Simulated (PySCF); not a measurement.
**InN: bond curves at several levels of theory, part 1 of 2**

Aim: find the lowest electronic state of InN, scan its bond at several levels of theory, and get bond length, wavenumber and dissociation energy from each curve.

Program: PySCF 2.14.0. Level of theory: In x2c-SVPall, N x2c-SVPall, spin-free X2C with a Gaussian nucleus. These are calculated values, not measurements.

### Step 1. Input

Settings of the job:

```yaml
atoms: In, N
charge: 0
basis: In x2c-SVPall, N x2c-SVPall
Hamiltonian: spin-free X2C with a Gaussian nucleus
basis_functions: 50
electrons_treated: 56
masses_in_u: 114.9039, 14.0031
levels: PBE0, PBE, r²SCAN, TPSS, B3LYP, B2PLYP, LC-ωPBE, HF, MP2, SCS-MP2, CCSD, CCSD(T)
grid: 80 radial by 434 angular points
occupations: held fixed by the projection of orbital angular momentum
dissociation_limit: In + N, each in its ground configuration
starting_distance_in_angstrom: 2.045
values_of_2S_to_try: 0, 2, 4
```

Command:

```sh
> OMP_NUM_THREADS=1 python dia.py task.json out
```

After the search, every level is run at each distance in turn; below they are sorted by level.

### Step 2. Which determinant to follow

Unrestricted PBE0 solutions at 2.045 Å, counted from the lowest. The search isn't exhaustive.

```
2Ms+1    unpaired          term  E (eV)  ⟨S²⟩  ⟨Lz²⟩  μ (D)
    3        π ↑↑           ³Σ⁻    0.00  2.01   0.00  -1.44
    3    σ ↑, π ↑            ³Π    0.06  2.04   1.01  -2.79
    1    σ ↓, π ↑  not assigned    0.50  1.01   1.03  -3.09
    1        π ↑↓  not assigned    0.55  1.00   2.01  -1.41
    1        none           ¹Σ⁺    1.86  0.00   0.00  -4.61
    1        none  not assigned    2.11  0.00   2.00  -1.21
    5  σ ↑, π ↑↑↑            ⁵Π    2.22  6.01   1.00  -0.23
    3  σ ↓, π ↑↑↑  not assigned    3.12  3.02   1.00  -0.36
    1  σ ↑, π ↑↓↓  not assigned    3.44  2.02   3.01  -0.08
    3        π ↑↑  not assigned    3.89  2.06   2.01  -2.64
    3        π ↑↑  not assigned    4.15  2.04   2.00  -2.61
    5  σ ↑↑, π ↑↑           ⁵Σ⁻    4.46  6.01   0.00  -0.13
    5  σ ↑↑, π ↑↑  not assigned    4.87  6.01   2.01  -2.18
    5  σ ↑↑, π ↑↑  not assigned    5.18  6.01   2.00  -2.31
```

A term symbol stands only where ⟨S²⟩ and ⟨Lz²⟩ are near those of a pure state. A positive dipole means In(−)N(+).

Followed over a short scan are these candidates:

```csv
2Ms+1,unpaired,R at minimum (Å),energy at minimum (eV)
3,π ↑↑,2.22,0.00
3,"σ ↑, π ↑",2.08,0.22
1,π ↑↓,2.21,0.56
1,"σ ↓, π ↑",2.05,0.67
5,"σ ↑, π ↑↑↑",not bracketed,≤ 1.85
```

The search made 15 SCF attempts at the starting distance; with the short scans it took 22 s of wall time (1 thread of Intel Xeon Platinum 8488C (Sapphire Rapids), shared host).

### Step 3. The PBE0 curve of the state that the search chose

State followed: ³Σ⁻ (triplet), unpaired electrons π ↑↑. The scan is laid around 2.218 Å.

Output of the SCF at 2.218 Å:

```text
******** <class 'pyscf.dft.uks_symm.SymAdaptedUKS'> ********
method = SymAdaptedUKS
initial guess = minao
damping factor = 0
level_shift factor = 0
DIIS = <class 'pyscf.scf.diis.CDIIS'>
diis_start_cycle = 1
diis_space = 10
diis_damp = 0
SCF conv_tol = 1e-09
SCF conv_tol_grad = None
SCF max_cycles = 60
direct_scf = False
max_memory 909 MB (current use 305 MB)
number electrons alpha = 29  beta = 27
XC library pyscf.dft.libxc version 7.0.0
    S. Lehtola, C. Steigemann, M. J.T. Oliveira, and M. A.L. Marques.,  SoftwareX 7, 1–5 (2018)
XC functionals = PBE0
    C. Adamo and V. Barone.,  J. Chem. Phys. 110, 6158 (1999)
    M. Ernzerhof and G. E. Scuseria.,  J. Chem. Phys. 110, 5029 (1999)
small_rho_cutoff = 0
Overwritten attributes  get_jk get_k get_occ get_j get_hcore  of <class 'pyscf.dft.uks_symm.SymAdaptedUKS'>
<class 'pyscf.dft.uks_symm.SymAdaptedUKS'> does not have attributes  refdm
Set gradient conv threshold to 3.16228e-05
init E= -5934.50952172675
cycle= 1 E= -5934.51117207605  delta_E= -0.00165  |g|= 0.00142  |ddm|= 0.00912
cycle= 2 E= -5934.51117195184  delta_E= 1.24e-07  |g|= 0.0017  |ddm|= 0.00495
cycle= 3 E= -5934.51117392685  delta_E= -1.98e-06  |g|= 0.00033  |ddm|= 0.00252
cycle= 4 E= -5934.51117399725  delta_E= -7.04e-08  |g|= 5.12e-05  |ddm|= 0.000535
cycle= 5 E= -5934.51117400403  delta_E= -6.78e-09  |g|= 2.16e-05  |ddm|= 0.000207
cycle= 6 E= -5934.51117400535  delta_E= -1.32e-09  |g|= 7.28e-06  |ddm|= 0.000103
cycle= 7 E= -5934.51117400553  delta_E= -1.78e-10  |g|= 1.11e-06  |ddm|= 4.82e-05
Extra cycle  E= -5934.51117400554  delta_E= -1.09e-11  |g|= 9.11e-07  |ddm|= 3.89e-06
converged SCF energy = -5934.51117400554  <S^2> = 2.0119014  2S+1 = 3.0079238
```

Points of the scan, energies from the lowest:

| R (Å) | E (eV) | μ (D) | Mulliken charge of In (e) | Mayer bond order | ⟨S²⟩ | HOMO (eV) | LUMO (eV) |
| --- | --- | --- | --- | --- | --- | --- | --- |
| 1.9075 | 0.7143 | -0.84 | 0.34 | 0.98 | 2.01 | -5.54 | -3.28 |
| 1.9962 | 0.3072 | -1.23 | 0.36 | 0.96 | 2.01 | -5.51 | -3.01 |
| 2.0849 | 0.0902 | -1.61 | 0.38 | 0.94 | 2.01 | -5.44 | -2.77 |
| 2.1515 | 0.0170 | -1.89 | 0.39 | 0.93 | 2.01 | -5.37 | -2.62 |
| 2.2180 | 0.0000 | -2.16 | 0.39 | 0.93 | 2.01 | -5.28 | -2.50 |
| 2.2845 | 0.0246 | -2.42 | 0.39 | 0.92 | 2.01 | -5.18 | -2.40 |
| 2.3733 | 0.1031 | -2.75 | 0.39 | 0.92 | 2.02 | -5.04 | -2.31 |
| 2.4842 | 0.2467 | -3.11 | 0.39 | 0.91 | 2.03 | -4.86 | -2.24 |
| 2.6172 | 0.4495 | -3.46 | 0.37 | 0.89 | 2.07 | -4.63 | -2.21 |
| 2.7947 | 0.7199 | -3.68 | 0.33 | 0.82 | 2.16 | -4.36 | -2.21 |

The fit gives Re = 2.209 Å, ωe = 461 cm⁻¹, ωexe = 3.10 cm⁻¹, αe = 0.00235 cm⁻¹, Be = 0.2768 cm⁻¹, De = 1.80 eV, μ = -2.12 D.

Orbitals nearest the gap at 2.218 Å:

| spin | orbital | ε (eV) | filled | made of |
| --- | --- | --- | --- | --- |
| β | π | -21.44 | yes | In d 100 % |
| β | π | -21.44 | yes | In d 100 % |
| α | σ | -19.71 | yes | N s 74 %, In d 22 % |
| β | σ | -16.31 | yes | N s 85 % |
| α | σ | -9.59 | yes | In s 71 %, N p 25 % |
| β | σ | -9.11 | yes | In s 78 %, N p 14 % |
| α | π | -8.11 | yes | N p 93 % |
| α | π | -8.11 | yes | N p 93 % |
| α | σ | -6.09 | yes | N p 56 %, In s 25 %, In p 18 % |
| β | σ | -5.28 | yes | N p 60 %, In p 25 %, In s 14 % |
| β | π | -2.50 | no | In p 70 %, N p 30 % |
| β | π | -2.50 | no | In p 70 %, N p 30 % |
| α | π | -1.55 | no | In p 95 % |
| α | π | -1.55 | no | In p 95 % |

Polarisability there: 56.9 bohr³ along the bond, 51.9 across it. Without diffuse functions these come out too small, above all across the bond.

### Step 4. Fields at the reference distance

The fields below are evaluated on a grid from the run's orbitals.

Frontier orbitals at PBE0 (alpha spin), with the share of their density that lies nearest to each atom:

```
orbital  energy (eV)            lies on
   HOMO        -6.09  N2 55 %; In1 45 %
   LUMO        -1.55  In1 89 %; N2 11 %
```

ELF in a plane through or near 2 of the atoms.

Ten even steps from ' ' (0.00) to '@' (0.96):
```
              ..                                        
      ....::------::....                                
  ..::====**##**++==--::..                              
..::++####%%##**==--::::..      ..........              
..==**%%%%%%##++--::::::....  ..::::::::::..            
--**%%@@@@%%++==--::::::::....--====++++++==--..        
++%%@@@@@@**++--::::::::::::::++**########**++--..      
**%%@@@@%%**==--==++++==::::--##%%%%%%@@@@%%##++--      
##@@@@%%##**--==##****##==..==%%%%**++@@@@@@%%**++..    
##@@@@%%##++--++**++==**++..++@@**::++##@@@@%%##++::    
##@@@@%%##++--++**++==**++..++@@**::++##@@@@%%##++::    
##@@@@%%##**--==##**####==..==%%%%**++@@@@@@%%**++..    
**%%@@@@%%**==--==++++==::::--##%%%%%%@@@@%%##++--      
++%%@@@@@@**++--::::::::::::::++**########**++--..      
--**%%@@@@%%++==--::::::::....--====++++++==--..        
..==**%%%%%%##++--::::::....  ..::::::::::..            
..::++####%%##**==--::::..      ..........              
  ..::====******++==--::..                              
      ....::------::....                                
              ..                                        
```
The map spans 7.4 Å across and 5.2 Å up, centred on the molecule. Atoms in the plane (x, y in Å): In1 (-1.1, 0.0), N2 (1.1, 0.0).

On the surface of density 0.002 e/bohr³ the electrostatic potential runs, from the 1st to the 99th percentile, from -2.02 V near N2 to 1.86 V near In1.

The spin density lies nearest to N2 94 %.

### Step 5. Higher solutions at PBE0

State 2: ³Π (triplet), unpaired electrons σ ↑, π ↑, an excited solution.

Log of the SCF at 2.218 Å:

```text
[... 13 set-up lines left out, the same as in an earlier log ...]
max_memory 909 MB (current use 354 MB)
[... 8 set-up lines left out, the same as in an earlier log ...]
init E= -5934.49698562553
cycle= 1 E= -5934.49897817825  delta_E= -0.00199  |g|= 0.00216  |ddm|= 0.00827
cycle= 2 E= -5934.49896252067  delta_E= 1.57e-05  |g|= 0.00535  |ddm|= 0.00981
cycle= 3 E= -5934.49898296613  delta_E= -2.04e-05  |g|= 0.000404  |ddm|= 0.00593
cycle= 4 E= -5934.49898316216  delta_E= -1.96e-07  |g|= 0.000217  |ddm|= 0.000794
cycle= 5 E= -5934.49898329917  delta_E= -1.37e-07  |g|= 8.32e-05  |ddm|= 0.000891
cycle= 6 E= -5934.49898334672  delta_E= -4.76e-08  |g|= 4.52e-05  |ddm|= 0.000678
cycle= 7 E= -5934.49898335676  delta_E= -1e-08  |g|= 1.74e-05  |ddm|= 0.000368
cycle= 8 E= -5934.49898335754  delta_E= -7.82e-10  |g|= 2.57e-06  |ddm|= 0.000105
Extra cycle  E= -5934.49898335754  delta_E=    0  |g|= 4.1e-06  |ddm|= 9.17e-06
converged SCF energy = -5934.49898335754  <S^2> = 2.0830376  2S+1 = 3.0548568
```

Re = 2.071 Å, ωe = 526 cm⁻¹, ωexe = 3.66 cm⁻¹, αe = 0.00268 cm⁻¹, Be = 0.3150 cm⁻¹, μ = -2.85 D. Its minimum lies 0.22 eV above that of the lowest state.

State 3: Ms = 0 determinant of mixed spin (⟨S²⟩ = 1.00), unpaired electrons π ↑↓, an excited solution.

Log of the SCF at 2.218 Å:

```text
[... 13 set-up lines left out, the same as in an earlier log ...]
max_memory 909 MB (current use 325 MB)
number electrons alpha = 28  beta = 28
[... 7 set-up lines left out, the same as in an earlier log ...]
init E= -5934.48893605792
cycle= 1 E= -5934.49059326107  delta_E= -0.00166  |g|= 0.00154  |ddm|= 0.00914
cycle= 2 E= -5934.49059241069  delta_E= 8.5e-07  |g|= 0.00207  |ddm|= 0.00547
cycle= 3 E= -5934.49059537352  delta_E= -2.96e-06  |g|= 0.000304  |ddm|= 0.00291
cycle= 4 E= -5934.49059542801  delta_E= -5.45e-08  |g|= 2.92e-05  |ddm|= 0.00047
cycle= 5 E= -5934.49059542913  delta_E= -1.12e-09  |g|= 1.01e-05  |ddm|= 9.3e-05
cycle= 6 E= -5934.49059542923  delta_E= -1.02e-10  |g|= 1.95e-06  |ddm|= 2.67e-05
Extra cycle  E= -5934.49059542923  delta_E=    0  |g|= 2.38e-06  |ddm|= 6.69e-06
converged SCF energy = -5934.49059542923  <S^2> = 1.002526  2S+1 = 2.2383262
```

Re = 2.201 Å, ωe = 474 cm⁻¹; the determinant mixes terms (⟨S²⟩ = 1.00, ⟨Lz²⟩ = 2.01), so these belong to no real state. Its minimum lies 0.56 eV above that of the lowest state.

State 4: Ms = 0 determinant of mixed spin (⟨S²⟩ = 1.01), unpaired electrons σ ↓, π ↑, an excited solution.

Output of the SCF at 2.218 Å:

```text
[... 22 set-up lines left out, the same as in an earlier log ...]
init E= -5934.47854521934
cycle= 1 E= -5934.48060911185  delta_E= -0.00206  |g|= 0.00242  |ddm|= 0.00841
cycle= 2 E= -5934.48058822932  delta_E= 2.09e-05  |g|= 0.00602  |ddm|= 0.0104
cycle= 3 E= -5934.48061430954  delta_E= -2.61e-05  |g|= 0.00034  |ddm|= 0.00687
cycle= 4 E= -5934.4806144104  delta_E= -1.01e-07  |g|= 7.58e-05  |ddm|= 0.000694
cycle= 5 E= -5934.48061442733  delta_E= -1.69e-08  |g|= 3.04e-05  |ddm|= 0.00038
cycle= 6 E= -5934.48061442916  delta_E= -1.83e-09  |g|= 8.14e-06  |ddm|= 0.000131
cycle= 7 E= -5934.48061442926  delta_E= -1.03e-10  |g|= 1.42e-06  |ddm|= 3.16e-05
Extra cycle  E= -5934.48061442926  delta_E= 2.73e-12  |g|= 2.21e-06  |ddm|= 5.29e-06
converged SCF energy = -5934.48061442926  <S^2> = 1.0132077  2S+1 = 2.2478502
```

Re = 2.045 Å, ωe = 555 cm⁻¹; the determinant mixes terms (⟨S²⟩ = 1.01, ⟨Lz²⟩ = 1.03), so these belong to no real state. Its minimum lies 0.67 eV above that of the lowest state.

Energy (eV) from the lowest point of the lowest state:

```
R (Å)  lowest  state 2  state 3  state 4
1.907   0.714    0.445    1.259    0.838
1.996   0.307    0.263    0.855    0.688
2.085   0.090    0.224    0.642    0.680
2.151   0.017    0.259    0.572    0.737
2.218   0.000    0.332    0.560    0.832
2.284   0.025    0.429    0.590    0.952
2.373   0.103    0.579    0.678    1.138
2.484   0.247    0.776    0.837    1.391
2.617   0.450    0.993    1.067    1.695
2.795   0.720    1.226    1.396    2.043
```

### Step 6. PBE (GGA)

The SCF at the reference distance, 2.218 Å, printed:

```text
[... 17 set-up lines left out, the same as in an earlier log ...]
XC functionals = PBE
    J. P. Perdew, K. Burke, and M. Ernzerhof.,  Phys. Rev. Lett. 77, 3865 (1996)
    J. P. Perdew, K. Burke, and M. Ernzerhof.,  Phys. Rev. Lett. 78, 1396 (1997)
    J. P. Perdew, K. Burke, and M. Ernzerhof.,  Phys. Rev. Lett. 77, 3865 (1996)
    J. P. Perdew, K. Burke, and M. Ernzerhof.,  Phys. Rev. Lett. 78, 1396 (1997)
[... 2 set-up lines left out, the same as in an earlier log ...]
init E= -5934.42538860423
cycle= 1 E= -5934.42634029004  delta_E= -0.000952  |g|= 0.0328  |ddm|= 0.156
cycle= 2 E= -5934.42253574853  delta_E= 0.0038  |g|= 0.0809  |ddm|= 0.16
cycle= 3 E= -5934.42715755311  delta_E= -0.00462  |g|= 0.00385  |ddm|= 0.106
cycle= 4 E= -5934.42716531842  delta_E= -7.77e-06  |g|= 0.000852  |ddm|= 0.00746
cycle= 5 E= -5934.42716592918  delta_E= -6.11e-07  |g|= 0.000161  |ddm|= 0.00211
cycle= 6 E= -5934.42716595282  delta_E= -2.36e-08  |g|= 5.18e-05  |ddm|= 0.000405
cycle= 7 E= -5934.42716595572  delta_E= -2.9e-09  |g|= 1.86e-05  |ddm|= 0.000161
cycle= 8 E= -5934.42716595605  delta_E= -3.25e-10  |g|= 2.2e-06  |ddm|= 3.52e-05
Extra cycle  E= -5934.42716595604  delta_E= 2.73e-12  |g|= 3.79e-06  |ddm|= 8.66e-06
converged SCF energy = -5934.42716595604  <S^2> = 2.0086871  2S+1 = 3.0057858
```

Re = 2.237 Å, ωe = 436 cm⁻¹, ωexe = 2.92 cm⁻¹, αe = 0.00235 cm⁻¹, Be = 0.2699 cm⁻¹, De = 2.14 eV, μ = -1.93 D. 11 s of CPU time for 11 points, integrals apart.

### Step 7. r²SCAN (meta-GGA)

Log of the SCF at 2.218 Å:

```text
[... 17 set-up lines left out, the same as in an earlier log ...]
XC functionals = R2SCAN
    J. W. Furness, A. D. Kaplan, J. Ning, J. P. Perdew, and J. Sun.,  J. Phys. Chem. Lett. 11, 8208-8215 (2020)
    J. W. Furness, A. D. Kaplan, J. Ning, J. P. Perdew, and J. Sun.,  J. Phys. Chem. Lett. 11, 9248-9248 (2020)
    J. W. Furness, A. D. Kaplan, J. Ning, J. P. Perdew, and J. Sun.,  J. Phys. Chem. Lett. 11, 8208-8215 (2020)
    J. W. Furness, A. D. Kaplan, J. Ning, J. P. Perdew, and J. Sun.,  J. Phys. Chem. Lett. 11, 9248-9248 (2020)
[... 2 set-up lines left out, the same as in an earlier log ...]
init E= -5934.89288236893
cycle= 1 E= -5934.89334355539  delta_E= -0.000461  |g|= 0.0122  |ddm|= 0.0706
cycle= 2 E= -5934.89312670234  delta_E= 0.000217  |g|= 0.0215  |ddm|= 0.0507
cycle= 3 E= -5934.89345425328  delta_E= -0.000328  |g|= 0.00316  |ddm|= 0.0312
cycle= 4 E= -5934.89345987171  delta_E= -5.62e-06  |g|= 0.000565  |ddm|= 0.0059
cycle= 5 E= -5934.8934603156  delta_E= -4.44e-07  |g|= 0.000226  |ddm|= 0.00206
cycle= 6 E= -5934.89346039387  delta_E= -7.83e-08  |g|= 4.21e-05  |ddm|= 0.000737
cycle= 7 E= -5934.89346039873  delta_E= -4.86e-09  |g|= 1.03e-05  |ddm|= 0.000264
cycle= 8 E= -5934.89346039886  delta_E= -1.29e-10  |g|= 9.25e-07  |ddm|= 3.6e-05
Extra cycle  E= -5934.89346039886  delta_E=    0  |g|= 1.6e-06  |ddm|= 4.26e-06
converged SCF energy = -5934.89346039886  <S^2> = 2.016028  2S+1 = 3.0106663
```

Re = 2.215 Å, ωe = 452 cm⁻¹, ωexe = 3.31 cm⁻¹, αe = 0.00246 cm⁻¹, Be = 0.2753 cm⁻¹, De = 1.75 eV, μ = -2.00 D. 14 s of CPU time for 11 points, integrals apart.

### Step 8. TPSS

The SCF at the reference distance, 2.218 Å, printed:

```text
[... 13 set-up lines left out, the same as in an earlier log ...]
max_memory 909 MB (current use 334 MB)
[... 3 set-up lines left out, the same as in an earlier log ...]
XC functionals = TPSS
    J. Tao, J. P. Perdew, V. N. Staroverov, and G. E. Scuseria.,  Phys. Rev. Lett. 91, 146401 (2003)
    J. P. Perdew, J. Tao, V. N. Staroverov, and G. E. Scuseria.,  J. Chem. Phys. 120, 6898 (2004)
    J. Tao, J. P. Perdew, V. N. Staroverov, and G. E. Scuseria.,  Phys. Rev. Lett. 91, 146401 (2003)
    J. P. Perdew, J. Tao, V. N. Staroverov, and G. E. Scuseria.,  J. Chem. Phys. 120, 6898 (2004)
[... 2 set-up lines left out, the same as in an earlier log ...]
init E= -5934.67752499195
cycle= 1 E= -5934.67855887674  delta_E= -0.00103  |g|= 0.0165  |ddm|= 0.111
cycle= 2 E= -5934.67821253318  delta_E= 0.000346  |g|= 0.0271  |ddm|= 0.067
cycle= 3 E= -5934.67871355877  delta_E= -0.000501  |g|= 0.00715  |ddm|= 0.0443
cycle= 4 E= -5934.67874407522  delta_E= -3.05e-05  |g|= 0.000854  |ddm|= 0.0119
cycle= 5 E= -5934.67874475521  delta_E= -6.8e-07  |g|= 0.00021  |ddm|= 0.00223
cycle= 6 E= -5934.67874481471  delta_E= -5.95e-08  |g|= 5.65e-05  |ddm|= 0.000725
cycle= 7 E= -5934.67874481771  delta_E= -3e-09  |g|= 1.22e-05  |ddm|= 0.000139
cycle= 8 E= -5934.67874481785  delta_E= -1.46e-10  |g|= 1.5e-06  |ddm|= 2.79e-05
Extra cycle  E= -5934.67874481786  delta_E= -7.28e-12  |g|= 1e-06  |ddm|= 6.3e-06
converged SCF energy = -5934.67874481786  <S^2> = 2.0075699  2S+1 = 3.0050423
```

Re = 2.229 Å, ωe = 448 cm⁻¹, ωexe = 2.86 cm⁻¹, αe = 0.00228 cm⁻¹, Be = 0.2719 cm⁻¹, De = 2.08 eV, μ = -2.02 D.

### Step 9. B3LYP

Output of the SCF at 2.218 Å:

```text
[... 13 set-up lines left out, the same as in an earlier log ...]
max_memory 909 MB (current use 335 MB)
[... 3 set-up lines left out, the same as in an earlier log ...]
XC functionals = B3LYP
    P. J. Stephens, F. J. Devlin, C. F. Chabalowski, and M. J. Frisch.,  J. Phys. Chem. 98, 11623 (1994)
[... 2 set-up lines left out, the same as in an earlier log ...]
init E= -5934.98206077194
cycle= 1 E= -5934.98239615166  delta_E= -0.000335  |g|= 0.0123  |ddm|= 0.0472
cycle= 2 E= -5934.98224931856  delta_E= 0.000147  |g|= 0.0191  |ddm|= 0.0393
cycle= 3 E= -5934.98248036175  delta_E= -0.000231  |g|= 0.00186  |ddm|= 0.0265
cycle= 4 E= -5934.98248273976  delta_E= -2.38e-06  |g|= 0.000187  |ddm|= 0.00292
cycle= 5 E= -5934.98248277786  delta_E= -3.81e-08  |g|= 6.52e-05  |ddm|= 0.000617
cycle= 6 E= -5934.98248278235  delta_E= -4.49e-09  |g|= 9.86e-06  |ddm|= 0.000167
cycle= 7 E= -5934.98248278263  delta_E= -2.77e-10  |g|= 4.47e-06  |ddm|= 4.35e-05
Extra cycle  E= -5934.98248278264  delta_E= -9.09e-12  |g|= 5.97e-06  |ddm|= 1.66e-05
converged SCF energy = -5934.98248278264  <S^2> = 2.0108077  2S+1 = 3.0071965
```

Re = 2.226 Å, ωe = 446 cm⁻¹, ωexe = 3.08 cm⁻¹, αe = 0.00239 cm⁻¹, Be = 0.2725 cm⁻¹, De = 1.89 eV, μ = -2.15 D.

### Step 10. B2PLYP

Output of the SCF at 2.218 Å:

```text
[... 13 set-up lines left out, the same as in an earlier log ...]
max_memory 909 MB (current use 327 MB)
[... 3 set-up lines left out, the same as in an earlier log ...]
XC functionals = 0.53*HF + 0.47*B88, 0.73*LYP
    A. D. Becke.,  Phys. Rev. A 38, 3098 (1988)
    C. Lee, W. Yang, and R. G. Parr.,  Phys. Rev. B 37, 785 (1988)
    B. Miehlich, A. Savin, H. Stoll, and H. Preuss.,  Chem. Phys. Lett. 157, 200 (1989)
[... 2 set-up lines left out, the same as in an earlier log ...]
init E= -5934.13963421656
cycle= 1 E= -5934.14111176586  delta_E= -0.00148  |g|= 0.0161  |ddm|= 0.148
cycle= 2 E= -5934.1411749626  delta_E= -6.32e-05  |g|= 0.0139  |ddm|= 0.0381
cycle= 3 E= -5934.14129499516  delta_E= -0.00012  |g|= 0.00196  |ddm|= 0.0181
cycle= 4 E= -5934.1413038135  delta_E= -8.82e-06  |g|= 0.000857  |ddm|= 0.00678
cycle= 5 E= -5934.14130689472  delta_E= -3.08e-06  |g|= 0.000339  |ddm|= 0.00488
cycle= 6 E= -5934.14130739922  delta_E= -5.04e-07  |g|= 0.000109  |ddm|= 0.00223
cycle= 7 E= -5934.14130745465  delta_E= -5.54e-08  |g|= 3.24e-05  |ddm|= 0.000793
cycle= 8 E= -5934.14130745874  delta_E= -4.09e-09  |g|= 6.4e-06  |ddm|= 0.000224
cycle= 9 E= -5934.14130745885  delta_E= -1.08e-10  |g|= 8e-07  |ddm|= 3.17e-05
Extra cycle  E= -5934.14130745886  delta_E= -5.46e-12  |g|= 3.52e-07  |ddm|= 2.64e-06
converged SCF energy = -5934.14130745886  <S^2> = 2.0187387  2S+1 = 3.0124666
```

Re = 2.218 Å, ωe = 454 cm⁻¹, ωexe = 2.64 cm⁻¹, αe = 0.00232 cm⁻¹, Be = 0.2746 cm⁻¹, De = 1.62 eV, μ = -2.35 D. 8.6 s of CPU time for 11 points, integrals apart.

### Step 11. LC-ωPBE

Log of the SCF at 2.218 Å:

```text
[... 13 set-up lines left out, the same as in an earlier log ...]
max_memory 909 MB (current use 331 MB)
[... 3 set-up lines left out, the same as in an earlier log ...]
XC functionals = LC_WPBE
    O. A. Vydrov and G. E. Scuseria.,  J. Chem. Phys. 125, 234109 (2006)
[... 2 set-up lines left out, the same as in an earlier log ...]
init E= -5934.39859326476
cycle= 1 E= -5934.40008124739  delta_E= -0.00149  |g|= 0.0143  |ddm|= 0.0825
cycle= 2 E= -5934.40021500477  delta_E= -0.000134  |g|= 0.00751  |ddm|= 0.0353
cycle= 3 E= -5934.4002548914  delta_E= -3.99e-05  |g|= 0.00241  |ddm|= 0.0116
cycle= 4 E= -5934.40025998543  delta_E= -5.09e-06  |g|= 0.000422  |ddm|= 0.00609
cycle= 5 E= -5934.40026019503  delta_E= -2.1e-07  |g|= 9.66e-05  |ddm|= 0.00136
cycle= 6 E= -5934.4002602246  delta_E= -2.96e-08  |g|= 2.43e-05  |ddm|= 0.000506
cycle= 7 E= -5934.40026022682  delta_E= -2.22e-09  |g|= 5.26e-06  |ddm|= 0.000123
cycle= 8 E= -5934.4002602269  delta_E= -8.64e-11  |g|= 1.16e-06  |ddm|= 2.76e-05
Extra cycle  E= -5934.40026022691  delta_E= -2.73e-12  |g|= 5.93e-07  |ddm|= 3.67e-06
converged SCF energy = -5934.40026022691  <S^2> = 2.0111859  2S+1 = 3.007448
```

Re = 2.173 Å, ωe = 498 cm⁻¹, ωexe = 2.93 cm⁻¹, αe = 0.00220 cm⁻¹, Be = 0.2861 cm⁻¹, De = 1.76 eV, μ = -2.07 D. 18 s of CPU time for 11 points, integrals apart.

(Continued in part 2 of 2.)
